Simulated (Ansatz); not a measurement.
# C2H6F2OSi: how energies converge with the basis set

The task here is to estimate one member of a computed series from the others.

The runs use Ansatz 0.2.0, Gaussian basis; one geometry, several basis sets.

The runs, in order: PBE0-D4/def2-SVP; ωB97M-V/def2-SVP; PBE0-D4/def2-QZVPP; ωB97M-V/def2-QZVPP; the functionals' def2-TZVPP values are taken from earlier runs.

**The geometry**

All runs share one geometry, relaxed beforehand with PBE0-D4 in a triple-zeta def2 set.

SMILES `COC(F)(F)[SiH3]`, 12 atoms, charge 0, spin multiplicity 1.

Atoms are counted from 1 here; the program's logs count them from 0.

Bond lengths: C1–O2 1.429 Å, C1–H7 1.091 Å, C1–H8 1.091 Å, C1–H9 1.087 Å, O2–C3 1.348 Å, C3–F4 1.373 Å, C3–F5 1.373 Å, C3–Si6 1.926 Å, Si6–H10 1.481 Å, Si6–H11 1.481 Å, Si6–H12 1.481 Å. Angles: O2–C1–H7 110.8°, O2–C1–H8 110.8°, O2–C1–H9 105.6°, H7–C1–H8 110.0°, H7–C1–H9 109.8°, H8–C1–H9 109.8°, C1–O2–C3 116.4°, O2–C3–F4 110.7°, O2–C3–F5 110.7°, O2–C3–Si6 110.2°, F4–C3–F5 104.1°, F4–C3–Si6 110.5°, F5–C3–Si6 110.5°, C3–Si6–H10 107.5°, C3–Si6–H11 108.1°, C3–Si6–H12 108.1°, H10–Si6–H11 111.0°, H10–Si6–H12 111.0° and more.

As a file:

```xyz
12
charge 0, multiplicity 1
C    -1.51044   -0.26378    1.33774
O    -0.17247   -0.16576    0.84616
C    -0.03470    0.08479   -0.47119
F    -0.66781   -0.87869   -1.21721
F    -0.67722    1.24907   -0.81353
Si    1.83159    0.18120   -0.93666
H    -2.04333   -1.08080    0.84927
H    -2.04732    0.67400    1.18798
H    -1.41758   -0.46896    2.40159
H     1.91572    0.45578   -2.39005
H     2.45578   -1.12094   -0.60638
H     2.44478    1.27898   -0.15363
```

Set-up of the first run:

File in.yaml:

```yaml
crystal:
  periodic: [false, false, false]
  atoms:
    - {symbol: C, position_ang: [-1.510437, -0.263781, 1.337742]}
    - {symbol: O, position_ang: [-0.172473, -0.165755, 0.846159]}
    - {symbol: C, position_ang: [-0.034701, 0.084791, -0.471189]}
    - {symbol: F, position_ang: [-0.667809, -0.878689, -1.217211]}
    - {symbol: F, position_ang: [-0.677218, 1.249067, -0.813534]}
    - {symbol: Si, position_ang: [1.831587, 0.181197, -0.936655]}
    - {symbol: H, position_ang: [-2.043332, -1.080799, 0.849274]}
    - {symbol: H, position_ang: [-2.047320, 0.674003, 1.187983]}
    - {symbol: H, position_ang: [-1.417576, -0.468960, 2.401593]}
    - {symbol: H, position_ang: [1.915720, 0.455782, -2.390052]}
    - {symbol: H, position_ang: [2.455783, -1.120936, -0.606381]}
    - {symbol: H, position_ang: [2.444776, 1.278981, -0.153629]}
basis:
  gaussian: {orbitals: def2-SVP}
hamiltonian: {xc: pbe0, dispersion: d4}
output: {orbitals: {seedname: orbitals}}
```

Command:

```
> ansatz run in.yaml --threads 4 --pin off --events-out ev --progress --plain --max-ram 10444MiB
```

Among the steps run: PBE0-D4 in def2-SVP; ωB97M-V in def2-SVP; PBE0-D4 in def2-QZVPP; ωB97M-V in def2-QZVPP.

One table of the session follows, with a row left open; its other results are not shown here.

It belongs to the step «Functionals by basis». 

| functional | basis | HOMO (eV) | LUMO (eV) |
| --- | --- | --- | --- |
| PBE0-D4 | def2-SVP | ? | ? |
| PBE0-D4 | def2-TZVPP | -8.98 | 0.45 |
| PBE0-D4 | def2-QZVPP | -9.01 | 0.28 |
| ωB97M-V | def2-SVP | -11.25 | 2.82 |
| ωB97M-V | def2-TZVPP | -11.40 | 2.05 |
| ωB97M-V | def2-QZVPP | -11.43 | 1.63 |

Q: Estimate the row for PBE0-D4, def2-SVP from the others.

The run gave: HOMO (eV): -8.88; LUMO (eV): 0.92. In the column «HOMO (eV)» it is the highest.
